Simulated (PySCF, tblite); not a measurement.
# C₄H₆N₂O₂SSi: geometry, infrared bands and NMR shifts

Aim: predict the infrared bands and NMR shifts of C₄H₆N₂O₂SSi (`COC(=O)c1nnsc1[SiH3]`).

Computed with tblite 0.8.0 and PySCF 2.14.0, with density-fitted response routines of our own, on a single molecule in the gas phase. Atoms are numbered from 0 throughout.

### Step 1. Starting geometry

16 atoms, charge 0, multiplicity 1; geometry from: force field or distance geometry start.

Bonds of the start (Å): C0–O1 1.44, O1–C2 1.36, C2–O3 1.22, C2–C4 1.47, C4–N5 1.40, N5–N6 1.32, N6–S7 1.66, S7–C8 1.73, C8–Si9 1.84, C8–C4 1.39, C0–H10 1.10, C0–H11 1.10, C0–H12 1.08, Si9–H13 1.48, Si9–H14 1.48, Si9–H15 1.49.

### Step 2. Relaxing the molecule with GFN2-xTB

The job: settings as JSON, then the geometry in Å.

```
{"job": {"kind": "relax", "xc": "GFN2-xTB", "basis": "xTB"}, "charge": 0, "multiplicity": 1}
C      2.992000    -0.779100     0.745000
O      2.096600     0.045800    -0.032100
C      0.784800    -0.206200     0.196600
O      0.352700    -1.040100     0.967400
C     -0.093900     0.653700    -0.605300
N      0.450300     1.597900    -1.488300
N     -0.470500     2.285900    -2.134100
S     -2.014100     1.832400    -1.715800
C     -1.483400     0.625900    -0.598900
Si    -2.796200    -0.324600     0.279600
H      2.838700    -1.834400     0.495400
H      2.826700    -0.608400     1.817700
H      4.005100    -0.495200     0.504500
H     -4.140000     0.121400    -0.153700
H     -2.670900    -1.758900    -0.041300
H     -2.685500    -0.107300     1.751800
```

Run with:

```
> OMP_NUM_THREADS=1 python probes_run.py task.json out
```

The driver reads the jobs from task.json and runs them one after another.

**Question.** This job is followed by: GFN2-xTB harmonic vibrations, gas phase; GIAO PBE0/pcSseg-1 NMR shielding, non-relativistic, gas phase. Predict these results of the whole session: strongest single infrared mode (GFN2-xTB); zero-point energy (GFN2-xTB); 13C shifts against TMS (PBE0/pcSseg-1); 1H shifts against TMS (PBE0/pcSseg-1, means over atoms taken as alike); 17O shifts against H2O (PBE0/pcSseg-1); 15N shifts against NH3 (PBE0/pcSseg-1); 33S shifts against CS2 (PBE0/pcSseg-1); 29Si shifts against TMS (PBE0/pcSseg-1); surface potential, 1st and 99th percentile.

As calculated:

```
                                                              quantity                          value
                             strongest single infrared mode (GFN2-xTB)          1229 cm⁻¹, 319 km/mol
                                          zero-point energy (GFN2-xTB)                  61.3 kcal/mol
                                13C shifts against TMS (PBE0/pcSseg-1)  175.5, 172.7, 160.2, 55.1 ppm
1H shifts against TMS (PBE0/pcSseg-1, means over atoms taken as alike)                 4.81, 4.39 ppm
                                17O shifts against H2O (PBE0/pcSseg-1)               424.5, 188.6 ppm
                                15N shifts against NH3 (PBE0/pcSseg-1)               479.2, 470.3 ppm
                                33S shifts against CS2 (PBE0/pcSseg-1)                        587 ppm
                               29Si shifts against TMS (PBE0/pcSseg-1)                      -91.3 ppm
                                 surface potential, 1st and 99th percentile             -1.53 V and 1.16 V
```

**Reading.** Relaxing lowered the energy by 0.432 eV in 52 steps; the close pair that moved most is N5–N6, from 1.318 to 1.248 Å. All 42 modes are real, so the xTB geometry is a minimum. The strongest single mode, at 1229 cm⁻¹, moves mainly C2 and O1. Unscaled tight-binding wavenumbers are off by several per cent, some by more. Its intensities can rank the bands wrongly. At PBE0/pcSseg-1: The largest span, 788 ppm, is at N5, where the paramagnetic term is -527 ppm. NICS(1)zz of -32 ppm above the planar ring from C4 marks a diatropic (aromatic) ring current. By nearest atom (PBE0/pcSseg-1), the HOMO sits on N5, N6 about 36 % each; S7 16 % and the LUMO on C8 32 %; S7 22 %.
